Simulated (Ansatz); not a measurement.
# KLi: the cost of one run

Computed with Ansatz 0.2.0 (DFT PBE, scalar-relativistic, plane waves, PAW, unless a step's input says otherwise).

## 1. Starting point

Symmetry: Fd-3m, No. 227, cubic system. The conventional cell has a = 7.485 Å, b = 7.485 Å, c = 7.485 Å, α = 90.00°, β = 90.00°, γ = 90.00°. Around K (site symmetry -43m) lie 4 K at 3.24 Å and 4 Li at 3.24 Å. Li (site symmetry -43m) is surrounded by 4 K at 3.24 Å and 4 Li at 3.24 Å.

Structure file:

```cif
data_structure
_symmetry_space_group_name_H-M 'P 1'
_symmetry_Int_Tables_number 1
_cell_length_a 5.2927
_cell_length_b 5.2927
_cell_length_c 5.2927
_cell_angle_alpha 60.000
_cell_angle_beta 60.000
_cell_angle_gamma 60.000
_cell_volume 104.84
loop_
_atom_site_label
_atom_site_type_symbol
_atom_site_fract_x
_atom_site_fract_y
_atom_site_fract_z
_atom_site_occupancy
K1 K 0.50000 0.50000 0.50000 1
K2 K 0.75000 0.75000 0.75000 1
Li1 Li 0.00000 0.00000 0.00000 1
Li2 Li 0.25000 0.25000 0.25000 1
```

This is candidate A: NaTl (B32) type (Fd-3m, No. 227).

(A quick probe on a coarse mesh, which set the mesh and smearing, is not shown.)

## 3. A loose first relaxation (candidate A)

File input.yaml:

```yaml
crystal:
  lattice:
    - [0.0, 3.7424758808, 3.7424758808]
    - [3.7424758808, 0.0, 3.7424758808]
    - [3.7424758808, 3.7424758808, 0.0]
  atoms:
    - { symbol: K, position: [0.5, 0.5, 0.5] }
    - { symbol: K, position: [0.75, 0.75, 0.75] }
    - { symbol: Li, position: [0.0, 0.0, 0.0] }
    - { symbol: Li, position: [0.25, 0.25, 0.25] }
basis:
  ecutwfc: 420
kpoints:
  mp_grid: { grid: [4, 4, 4] }
hamiltonian:
  xc: pbe
scf:
  occupations: { method: gaussian, width: 0.1 }
  lower_state_search: "off"
output:
  forces: true
  stress: true
  eigenvalues: true
relax:
  adjacent_minimum: "off"
  f_tol: 0.04
  max_steps: 70
  cell: { stress_tol: 0.4 }
```

Started as:

```console
$ ansatz run input.yaml --threads 1 --pin off --max-ram 2560MiB --backend cpu --events-out ev --progress --plain --runs-dir out
```

Q: Estimate wall time and peak memory on 1 thread of Intel Xeon Platinum 8259CL at 2.50GHz (Skylake/Cascade Lake), shared host.

About 11 s, with a peak of 0.44 GiB.
